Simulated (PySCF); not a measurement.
# CBr+: from the state search to spectroscopic constants

An exercise on one series of results from a longer session: the logs are not shown, and one member is left open.

Method: C cc-pVDZ, Br cc-pVDZ-PP with ECP10, scalar-relativistic core potentials; program: PySCF 2.14.0.

The first run:

The job is set up so:

```
atoms                         : C, Br
charge                        : 1
basis                         : C cc-pVDZ, Br cc-pVDZ-PP with ECP10
Hamiltonian                   : scalar-relativistic core potentials
basis functions               : 37
electrons treated             : 30
masses in u                   : 12.0000, 78.9183
levels                        : PBE0, PBE, r²SCAN, revPBE, BP86, r²SCANh, HF, MP2, SCS-MP2, CCSD, CCSD(T)
grid                          : 80 radial by 434 angular points
occupations                   : held fixed by the projection of orbital angular momentum
dissociation limit            : C+ + Br, each in its ground configuration
starting distance in angstrom : 1.925
values of 2S to try           : 0, 2
```

Launch:

```sh
> OMP_NUM_THREADS=1 python dia.py task.json out
```

Among the steps run: The job; First curve: PBE0; Excited determinants; PBE; r²SCAN; revPBE (GGA); BP86 (GGA); r²SCANh (hybrid meta-GGA); RHF; Correlated methods on the Hartree–Fock reference.

One of the session's tables, all rows but one given; the rest of the session is left out.

Energy (eV) from each level's lowest point:

```
R (Å)    RHF  RHF-MP2  RHF-SCS-MP2  RHF-CCSD  RHF-CCSD(T)
1.464  1.504    1.684        1.688       n/a          n/a
1.532  0.617    0.740        0.744     0.789        0.865
1.600      ?        ?            ?         ?            ?
1.651  0.012    0.044        0.046     0.061        0.086
1.702  0.000    0.000        0.000     0.000        0.000
1.753  0.088    0.061        0.058     0.041        0.015
1.821  0.319    0.267        0.258     0.212        0.149
1.906  0.729    0.669        0.647     0.554        0.441
2.008  1.314    1.296        1.249     1.068        0.898
2.144  2.136    2.277        2.174       n/a          n/a
```

Q: Estimate the row for R (Å) = 1.600 from the others.

Worked estimate for «RHF». A straight line through the neighbours (1.532, 0.617) and (1.651, 0.012) gives 0.617 + (0.012 − 0.617) × (1.600 − 1.532) / (1.651 − 1.532) = 0.271; a parabola fitted to 4 rows on both sides gives 0.136.

**Answer.** RHF: 0.154; RHF-MP2: 0.223; RHF-SCS-MP2: 0.227; RHF-CCSD: 0.255; RHF-CCSD(T): 0.303. In «RHF» the line misses by +0.117 and the parabola by -0.018.
